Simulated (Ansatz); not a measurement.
Geometry optimisation, Ansatz, DFT LDA, scalar-relativistic, plane waves, PAW.

The input (input.yaml):

```yaml
crystal:
  lattice:
    - [5.76146, 0.0, 0.0]
    - [-2.88073, 4.989571, 0.0]
    - [0.0, 0.0, 18.233975]
  atoms:
    - { symbol: W, position: [0.0, 0.0, 0.0548427] }
    - { symbol: C, position: [0.3333333, 0.1666667, 0.1322435] }
    - { symbol: W, position: [0.0, 0.0, 0.2096444] }
    - { symbol: C, position: [0.3333333, 0.1666667, 0.2870452] }
    - { symbol: W, position: [0.0, 0.5, 0.0548427] }
    - { symbol: C, position: [0.3333333, 0.6666667, 0.1322435] }
    - { symbol: W, position: [0.0, 0.5, 0.2096444] }
    - { symbol: C, position: [0.3333333, 0.6666667, 0.2870452] }
    - { symbol: W, position: [0.5, 0.0, 0.0548427] }
    - { symbol: C, position: [0.8333333, 0.1666667, 0.1322435] }
    - { symbol: W, position: [0.5, 0.0, 0.2096444] }
    - { symbol: C, position: [0.8333333, 0.1666667, 0.2870452] }
    - { symbol: W, position: [0.5, 0.5, 0.0548427] }
    - { symbol: C, position: [0.8333333, 0.6666667, 0.1322435] }
    - { symbol: W, position: [0.5, 0.5, 0.2096444] }
    - { symbol: C, position: [0.8333333, 0.6666667, 0.2870452] }
    - { symbol: Ti, position: [0.5678088, 0.6558274, 0.4658323] }
    - { symbol: Cl, position: [0.3873936, 0.8845791, 0.4262025] }
    - { symbol: Cl, position: [0.3392199, 0.2470207, 0.4262025] }
    - { symbol: Cl, position: [0.9766214, 0.8361248, 0.4262025] }
    - { symbol: Cl, position: [0.5678088, 0.6558274, 0.5848409] }
basis:
  ecutwfc: 420.0
kpoints:
  mp_grid: { grid: [3, 3, 1] }
hamiltonian:
  xc: lda
  pseudopotentials: { kind: paw, azcp: { folder: soft_1 } }
scf:
  occupations: { method: gaussian, width: 0.1 }
  lower_state_search: "off"
relax:
  f_tol: 0.03
  max_steps: 60
  adjacent_minimum: "off"
  constraints: [{ sites: [0, 4, 8, 12] }]
```

Command:

```bash
$ ansatz run input.yaml --threads 4 --pin off --max-ram 10240MiB --backend cpu --events-out ev --progress --plain --runs-dir out
```

Task: Where does it end, and by what steps?

Result: It converged. Limits of this set-up: coarse k mesh, thin slab, slab without dipole correction, no dispersion correction for a molecule that may bind weakly, PAW files made for another functional. After 46 steps the energy has fallen by 10.390 eV; Cl21 moved furthest, 3.18 Å. Parted: Cl18–Cl20 (2.24 → 2.87 Å), Cl19–Cl20 (2.24 → 2.86 Å). Joined: W3–Ti17 (5.20 → 3.06 Å), C4–Ti17 (4.07 → 1.91 Å), W7–Ti17 (5.51 → 3.33 Å), C8–Ti17 (3.54 → 2.21 Å), C8–Cl18 (2.78 → 1.80 Å), C12–Ti17 (4.14 → 2.44 Å).

```tsv
step	energy less start (eV)	largest force component (eV/Å)	accepted
0	0.0000	7.149	yes
2	-6.4830	0.702	yes
4	-7.2771	0.588	yes
6	-7.7293	0.350	yes
8	-7.7908	0.154	yes
10	-7.8347	0.241	yes
12	-7.8407	0.050	yes
14	-7.8422	0.035	yes
16	-7.8497	0.154	yes
18	-7.8891	0.238	yes
20	-7.9528	0.255	yes
22	-8.1671	0.609	yes
24	-8.5426	0.407	yes
26	-8.6884	0.327	yes
28	-8.7647	0.341	yes
30	-9.0498	0.648	yes
32	-9.1493	0.526	yes
34	-9.2117	0.225	yes
36	-9.4664	0.558	yes
38	-9.8840	0.577	yes
40	-10.1228	0.395	yes
42	-10.3645	0.606	yes
44	-10.3896	0.039	yes
46	-10.3901	0.028	yes
```

```xyz
21
Lattice="5.7615 0.0000 0.0000 -2.8807 4.9896 0.0000 0.0000 0.0000 18.2340" Properties=species:S:1:pos:R:3
W 0.000 0.000 1.000
C 1.441 0.835 2.295
W 0.015 -0.002 3.815
C 1.509 0.817 4.977
W -1.440 2.495 1.000
C -0.019 3.329 2.315
W -1.459 2.491 3.791
C -0.061 3.354 5.086
W 2.881 0.000 1.000
C 4.334 0.835 2.324
W 2.887 0.006 3.761
C 4.312 0.838 5.095
W 1.440 2.495 1.000
C 2.880 3.324 2.327
W 1.423 2.495 3.766
C 2.847 3.308 5.040
Ti 0.475 1.636 6.360
Cl -0.484 3.690 6.803
Cl -1.547 0.742 6.869
Cl 2.485 3.019 6.703
Cl 1.126 1.005 8.446
```

Run time: 5.7 min on 4 threads of Arm Neoverse V1, on a shared host, peak memory 1.4 GiB.
